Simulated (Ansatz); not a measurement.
**SbH₃O: ionisation energy by level of theory**

An exercise on one series of results from a longer session: the logs are not shown, and one member is left open.

Computed with Ansatz 0.2.0, Gaussian basis. Level: unrestricted cation, the program's frozen cores in correlated methods.

Levels to be run: UKS PBE-D4/def2-TZVPP; UKS r2SCAN-D4/def2-TZVPP; UKS PBE0-D4/def2-TZVPP; UKS B3LYP-D4/def2-TZVPP; UKS wB97X-V/def2-TZVPP; UKS wB97M-V/def2-TZVPP; UKS B2PLYP/def2-TZVPP; UHF-CCSD(T)/def2-TZVPP; UHF-MP2/def2-QZVPP; extrapolation to the limit; then −ε(HOMO) from the neutral's earlier runs with LDA (SPW92), PBE-D4, revPBE-D4, BLYP-D4, r2SCAN-D4, B97M-V, PBE0-D4, B3LYP-D4, r2SCANh-D4, r2SCAN0-D4, HSE06-D4, BHLYP-D4, CAM-B3LYP-D4, LC-ωPBE, ωB97X-V, ωB97M-V.

## Structure used throughout

The geometry comes from an earlier relaxation with PBE0-D4 in a triple-zeta def2 set; it is a stationary point. Sb takes the def2 core potential; no spin-orbit term is included.

5 atoms, charge 0, spin multiplicity 1.

Atoms are counted from 1 here; the program's logs count them from 0.

Bond lengths: O1–Sb2 1.974 Å, O1–H3 0.960 Å, Sb2–H4 1.713 Å, Sb2–H5 1.713 Å. Angles: Sb2–O1–H3 109.6°, O1–Sb2–H4 94.3°, O1–Sb2–H5 94.3°, H4–Sb2–H5 90.6°.

Coordinates:

| atom | x (Å) | y (Å) | z (Å) |
| --- | --- | --- | --- |
| O1 | 0.3765 | -0.7872 | 0.8460 |
| Sb2 | 0.0126 | 0.1611 | -0.8465 |
| H3 | 0.8901 | -1.5785 | 0.6682 |
| H4 | -1.6422 | 0.4273 | -0.4915 |
| H5 | 0.4129 | 1.7037 | -0.2177 |

The first run:

The input, in.yaml:

```yaml
crystal:
  periodic: [false, false, false]
  atoms:
    - {symbol: O, position_ang: [0.376495, -0.787162, 0.846016]}
    - {symbol: Sb, position_ang: [0.012647, 0.161129, -0.846505]}
    - {symbol: H, position_ang: [0.890133, -1.578498, 0.668249]}
    - {symbol: H, position_ang: [-1.642159, 0.427258, -0.491511]}
    - {symbol: H, position_ang: [0.412884, 1.703673, -0.217650]}
basis:
  gaussian: {orbitals: def2-TZVPP}
total_charge: 1
magnetization: {spin_polarized: true, initial_magnetization: 1}
hamiltonian: {xc: pbe, dispersion: d4}
```

The run is started by

```
ansatz run in.yaml --threads 2 --pin off --events-out ev --progress --plain --max-ram 4352MiB
```

Steps of the session up to this table: Cation, UKS PBE-D4/def2-TZVPP; Cation, UKS r2SCAN-D4/def2-TZVPP; Cation, UKS PBE0-D4/def2-TZVPP; Cation, UKS B3LYP-D4/def2-TZVPP; Cation, UKS wB97X-V/def2-TZVPP; Cation, UKS wB97M-V/def2-TZVPP; Cation, UKS B2PLYP (frozen core)/def2-TZVPP; Cation, UHF-CCSD(T)/def2-TZVPP; Cation, UHF-MP2/def2-QZVPP.

One of the session's tables, all rows but one given; the rest of the session is left out.

It belongs to the step «Ionisation energies side by side». For comparison, −ε(HOMO) of the neutral from earlier runs:

```
  functional  −ε(HOMO) (eV)
 LDA (SPW92)           6.42
      PBE-D4           6.29
   revPBE-D4           6.24
     BLYP-D4           6.19
   r2SCAN-D4           6.56
      B97M-V           6.53
     PBE0-D4           7.39
    B3LYP-D4           7.23
  r2SCANh-D4           6.96
  r2SCAN0-D4           7.57
    HSE06-D4           6.99
    BHLYP-D4           8.39
CAM-B3LYP-D4           8.68
     LC-ωPBE           9.92
     ωB97X-V           9.61
     ωB97M-V              ?
```

**Question.** Estimate the row for ωB97M-V.

**Answer.** −ε(HOMO) (eV): 9.51. In the column «−ε(HOMO) (eV)» it lies between CAM-B3LYP-D4 (8.68) and ωB97X-V (9.61).
